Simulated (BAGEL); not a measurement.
# SiH4Se (SMILES [SiH3][SeH]): HF/aug-cc-pVDZ (density fitting with qzvpp-jkfit)

What is the vertical electron affinity of SiH4Se at HF/aug-cc-pVDZ (density fitting with qzvpp-jkfit)? 

The calculation is run with BAGEL 1.2.2.

2 further runs of the same task are left out: 2 set aside as unsound or not needed.

## Step 1: Starting point

SiH4Se has 6 atoms, charge 0, and is taken as a singlet. SMILES: `[SiH3][SeH]`. Geometry: relaxed at PBE0-D4/def2-TZVP.

Bond lengths: Si1–Se2 2.279 Å, Si1–H3 1.484 Å, Si1–H4 1.483 Å, Si1–H5 1.484 Å, Se2–H6 1.469 Å. Angles: Si1–Se2–H6 93.0°, Se2–Si1–H3 111.5°, Se2–Si1–H4 104.9°, Se2–Si1–H5 111.4°, H3–Si1–H4 110.0°, H3–Si1–H5 109.1°, H4–Si1–H5 110.0°.

## Step 2: A single-point energy at HF/aug-cc-pVDZ (density fitting with qzvpp-jkfit)

input.json reads:

```json
{ "bagel" : [

{
  "title" : "molecule",
  "basis" : "aug-cc-pvdz.json",
  "df_basis" : "qzvpp-jkfit",
  "angstrom" : true,
  "geometry" : [
    { "atom" : "Si", "xyz" : [   -0.244700,   -0.234500,   -0.474600 ] },
    { "atom" : "Se", "xyz" : [    0.898700,   -0.252100,    1.496900 ] },
    { "atom" : "H", "xyz" : [   -1.605500,    0.334200,   -0.308700 ] },
    { "atom" : "H", "xyz" : [   -0.336900,   -1.659600,   -0.873400 ] },
    { "atom" : "H", "xyz" : [    0.479900,    0.537800,   -1.514300 ] },
    { "atom" : "H", "xyz" : [    0.850600,    1.210300,    1.627900 ] }
  ]
},
{
  "title" : "hf"
},
{
  "title" : "print",
  "file" : "orbitals.molden",
  "orbitals" : true
}

]}
```

The basis set aug-cc-pVDZ is read from a file made from the Basis Set Exchange's data (not shown).

Run with:

```sh
$ BAGEL_NUM_THREADS=1 BAGEL input.json > input.out
```

The log of the run:

```text
* using 1 threads per process

  ===============================================================
  ===============================================================

  *** Geometry ***

  { "atom" : "Si", "xyz" : [     -0.462416,     -0.443141,     -0.896864 ] },
  { "atom" : "Se", "xyz" : [      1.698297,     -0.476400,      2.828731 ] },
  { "atom" : "H", "xyz" : [     -3.033955,      0.631546,     -0.583358 ] },
  { "atom" : "H", "xyz" : [     -0.636649,     -3.136189,     -1.650487 ] },
  { "atom" : "H", "xyz" : [      0.906880,      1.016295,     -2.861612 ] },
  { "atom" : "H", "xyz" : [      1.607401,      2.287136,      3.076285 ] },

  Number of auxiliary basis functions:      466

  Since a DF basis is specified, we compute 2- and 3-index integrals:
    o Being stored without compression. Storage requirement is 0.037 GB

  Number of basis functions:       99
  Number of electrons      :       52

    * METHOD: MOLECULE                             0.26

  *** RHF ***

  === Nuclear Repulsion ===
   158.9379787741

      * DIIS with orbital gradients will be used.

  === RHF iteration (aug-cc-pvdz.json) ===
      0      -2691.03937812          0.00839198           0.08
      1      -2691.08677933          0.00300819           0.08
      2      -2691.09222944          0.00102710           0.08
      3      -2691.09303490          0.00014572           0.08
      4      -2691.09305301          0.00003966           0.08
      5      -2691.09305456          0.00001023           0.08
      6      -2691.09305465          0.00000240           0.08
      7      -2691.09305465          0.00000055           0.08
      8      -2691.09305465          0.00000014           0.08
      9      -2691.09305465          0.00000005           0.08
     10      -2691.09305465          0.00000001           0.08
     11      -2691.09305465          0.00000000           0.08
    * SCF iteration converged.

    * Permanent dipole moment:
           (    0.196811,    -0.254511,     0.302354) a.u.

    * METHOD: HF                                   1.17

    * METHOD: PRINT                                0.03

  ===============================================================
```

Run time: 1.6 s. Hardware: 1 thread of Arm Neoverse V1, shared host; peak memory 0.13 GiB.

## Step 3: The doublet anion

calc.json reads:

```json
{ "bagel" : [

{
  "title" : "molecule",
  "basis" : "aug-cc-pvdz.json",
  "df_basis" : "qzvpp-jkfit",
  "angstrom" : true,
  "geometry" : [
    { "atom" : "Si", "xyz" : [   -0.244700,   -0.234500,   -0.474600 ] },
    { "atom" : "Se", "xyz" : [    0.898700,   -0.252100,    1.496900 ] },
    { "atom" : "H", "xyz" : [   -1.605500,    0.334200,   -0.308700 ] },
    { "atom" : "H", "xyz" : [   -0.336900,   -1.659600,   -0.873400 ] },
    { "atom" : "H", "xyz" : [    0.479900,    0.537800,   -1.514300 ] },
    { "atom" : "H", "xyz" : [    0.850600,    1.210300,    1.627900 ] }
  ]
},
{ "title" : "uhf", "charge" : -1, "nopen" : 1 },
{ "title" : "print", "file" : "orbitals.molden", "orbitals" : true }

]}
```

The basis set aug-cc-pVDZ is read from a file made from the Basis Set Exchange's data (not shown).

Run with:

```sh
$ BAGEL_NUM_THREADS=1 BAGEL calc.json > calc.out
```

The log of the run:

```text
* using 1 threads per process

  ===============================================================
  ===============================================================

  *** Geometry ***

  { "atom" : "Si", "xyz" : [     -0.462416,     -0.443141,     -0.896864 ] },
  { "atom" : "Se", "xyz" : [      1.698297,     -0.476400,      2.828731 ] },
  { "atom" : "H", "xyz" : [     -3.033955,      0.631546,     -0.583358 ] },
  { "atom" : "H", "xyz" : [     -0.636649,     -3.136189,     -1.650487 ] },
  { "atom" : "H", "xyz" : [      0.906880,      1.016295,     -2.861612 ] },
  { "atom" : "H", "xyz" : [      1.607401,      2.287136,      3.076285 ] },

  Number of auxiliary basis functions:      466

  Since a DF basis is specified, we compute 2- and 3-index integrals:
    o Being stored without compression. Storage requirement is 0.037 GB

  Number of basis functions:       99
  Number of electrons      :       52

    * METHOD: MOLECULE                             0.26

  *** Open-shell HF ***

  === Nuclear Repulsion ===
   158.9379787741

      * DIIS with orbital gradients will be used.

  === UHF iteration (aug-cc-pvdz.json) ===
      0      -2690.95377477          0.01750299           0.17
      1      -2691.03169725          0.00949090           0.17
      2      -2691.05000174          0.00316469           0.17
      3      -2691.05495711          0.00153151           0.17
      4      -2691.05746800          0.00054566           0.17
      5      -2691.05812550          0.00029639           0.17
      6      -2691.05839130          0.00010568           0.17
      7      -2691.05843212          0.00009652           0.17
      8      -2691.05847435          0.00007881           0.17
      9      -2691.05852008          0.00007123           0.17
     10      -2691.05855331          0.00006456           0.17
     11      -2691.05860869          0.00005842           0.17
     12      -2691.05863673          0.00004642           0.17
     13      -2691.05868547          0.00004056           0.17
     14      -2691.05869693          0.00002525           0.17
     15      -2691.05871070          0.00001312           0.17
     16      -2691.05871100          0.00000644           0.17
     17      -2691.05871163          0.00000471           0.17
     18      -2691.05871172          0.00000229           0.17
     19      -2691.05871182          0.00000123           0.17
     20      -2691.05871185          0.00000073           0.17
     21      -2691.05871186          0.00000031           0.17
     22      -2691.05871186          0.00000014           0.17
     23      -2691.05871186          0.00000008           0.17
     24      -2691.05871186          0.00000005           0.17
     25      -2691.05871186          0.00000002           0.17
     26      -2691.05871186          0.00000001           0.17
     27      -2691.05871186          0.00000001           0.17
    * SCF iteration converged.

    * S^2 (UHF) is 0.7505

    * Permanent dipole moment:
           (   -1.634311,     1.723118,    -2.566692) a.u.

    * METHOD: UHF                                  4.99

    * METHOD: PRINT                                0.03

  ===============================================================
```

Wall time 5.4 s (1 thread of Arm Neoverse V1, shared host); peak memory 0.13 GiB.

## Step 4: Outcome

At HF/aug-cc-pVDZ (density fitting with qzvpp-jkfit):

| quantity | value |
| --- | --- |
| singlet SiH4Se: total energy | -2691.09305 Eh |
| singlet SiH4Se: dipole moment | 1.12 D |
| singlet SiH4Se: HOMO energy | -9.64 eV |
| singlet SiH4Se: LUMO energy | 0.96 eV |
| singlet SiH4Se: HOMO–LUMO gap | 10.60 eV |
| doublet anion: total energy | -2691.05871 Eh |
| doublet anion: ⟨S²⟩ | 0.750 |
| vertical electron affinity (to the doublet anion) | -0.935 eV |

**Reading.** The anion lies 0.93 eV (21.6 kcal/mol) above the neutral: the electron isn't bound at this level, and such a value depends on the basis. Hartree–Fock misses the correlation that binds many anions.
